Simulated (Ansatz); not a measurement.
Crystal: Cu3Rh.

```
Rh Cu
1.0
    -1.83739    1.83739    3.60063
     1.83739   -1.83739    3.60063
     1.83739    1.83739   -3.60063
Rh Cu
1 3
Cartesian
  0.0000 0.0000 0.0000
  0.0000 0.0000 3.6006
  1.8374 0.0000 1.8003
  0.0000 1.8374 1.8003
```

The cell comes from a database or a generator and needn't be the stable form of this composition.

```yaml
Program: Ansatz 0.2.0
Task: single point
Functional: PBEsol
Potentials_or_basis: all-electron LAPW, scalar-relativistic
Cutoff: 298 eV (chosen from the basis error)
Basis_error_allowed: 0.001 eV/atom
k_mesh: 10 × 10 × 10
Occupations: fermi-dirac, width 0.05 eV
Spin: no spin polarisation
```

On this cell: pressure -2.5 GPa; largest force under 0.003 eV/Å; band gap on the k mesh none (metal or under the smearing width).

The same run follows on a disturbed copy (atoms moved at random, drawn with an rms of 0.05 Å):

```
Rh Cu
1.0
    -1.83739    1.83739    3.60063
     1.83739   -1.83739    3.60063
     1.83739    1.83739   -3.60063
Rh Cu
1 3
Direct
  0.99855 0.99682 0.99591
  0.51319 0.50282 0.01967
  0.24288 0.73557 0.48503
  0.73878 0.23794 0.47913
```

**Question.** What does the disturbed cell give?

**Answer.** The energy (extrapolated to zero smearing) moves by +7.7 meV/atom; pressure -2.1 GPa; largest force 0.609 eV/Å; band gap on the k mesh none (metal or under the smearing width).

Forces in eV/Å, atoms in the order of the input:
```
Rh  -0.015  0.202 -0.154
Cu  -0.292 -0.535 -0.007
Cu   0.163  0.063  0.156
Cu   0.144  0.270  0.004
```

Stress tensor (GPa, compression positive):
```
-1.86  0.07  0.06
 0.07 -2.21  0.23
 0.06  0.23 -2.32
```
